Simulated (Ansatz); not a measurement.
# TaGe3Pt2: the cost of one run

Method: DFT PBE, scalar-relativistic, plane waves, PAW, unless a step names another level, in Ansatz 0.2.0.

**1. The system as given**

It takes space group P-4m2 (No. 115, tetragonal). Conventional cell: a = 4.365 Å, b = 4.365 Å, c = 5.971 Å, α = 90.00°, β = 90.00°, γ = 90.00°. Around Ta (site symmetry -4m2) lie 4 Pt at 2.60 Å and 6 Ge at 2.99 to 3.09 Å. Around Ge (site symmetry -4m2) lie 4 Pt at 2.60 Å and 2 Ge at 2.99 Å. Ge (site symmetry -4m2) is surrounded by 4 Pt at 2.69 Å and 2 Ta at 2.99 Å and 4 Ge at 3.09 Å. Around Ge (site symmetry -4m2) lie 4 Pt at 2.69 Å and 6 Ge at 2.99 to 3.09 Å. Pt (site symmetry 2mm) is surrounded by 2 Ta at 2.60 Å and 6 Ge at 2.60 to 2.69 Å.

As a file:

```cif
data_structure
_symmetry_space_group_name_H-M 'P 1'
_symmetry_Int_Tables_number 1
_cell_length_a 4.3647
_cell_length_b 4.3647
_cell_length_c 5.9711
_cell_angle_alpha 90.000
_cell_angle_beta 90.000
_cell_angle_gamma 90.000
_cell_volume 113.75
loop_
_atom_site_label
_atom_site_type_symbol
_atom_site_fract_x
_atom_site_fract_y
_atom_site_fract_z
_atom_site_occupancy
Ta1 Ta 0.50000 0.50000 0.00000 1
Ge1 Ge 0.00000 0.00000 0.00000 1
Ge2 Ge 0.50000 0.50000 0.50000 1
Ge3 Ge 0.00000 0.00000 0.50000 1
Pt1 Pt 0.50000 0.00000 0.76432 1
Pt2 Pt 0.00000 0.50000 0.23568 1
```

It came out lowest among 20 distinct ends of the trial cells. At a tolerance of 0.05 Å it has space group P-4m2 (No. 115).

**2. Tight relaxation for the response runs, on the response runs' mesh and smearing**

Contents of input.yaml:

```yaml
crystal:
  lattice:
    - [4.3647089274, 0.0, 0.0]
    - [0.0, 4.3647089274, 0.0]
    - [0.0, 0.0, 5.971103285]
  atoms:
    - { symbol: Ta, position: [0.5, 0.5, 0.0] }
    - { symbol: Ge, position: [0.0, 0.0, 0.0] }
    - { symbol: Ge, position: [0.5, 0.5, 0.5] }
    - { symbol: Ge, position: [0.0, 0.0, 0.5] }
    - { symbol: Pt, position: [0.5, 0.0, 0.7643175124] }
    - { symbol: Pt, position: [0.0, 0.5, 0.2356824876] }
basis:
  ecutwfc: 420
kpoints:
  mp_grid: { grid: [8, 8, 6] }
hamiltonian:
  xc: pbe
scf:
  occupations: { method: gaussian, width: 0.1 }
output:
  forces: true
  stress: true
  eigenvalues: true
relax:
  adjacent_minimum: "off"
  f_tol: 0.001
  max_steps: 60
  cell: { stress_tol: 0.01 }
```

Run with:

```sh
> ansatz run input.yaml --threads 3 --pin off --max-ram 7680MiB --backend cpu --events-out ev --progress --plain --runs-dir out
```

Q: Estimate wall time and peak memory on 3 threads of Intel Xeon Platinum 8375C at 2.90GHz (Ice Lake), shared host.

About 39 s, with a peak of 0.67 GiB.
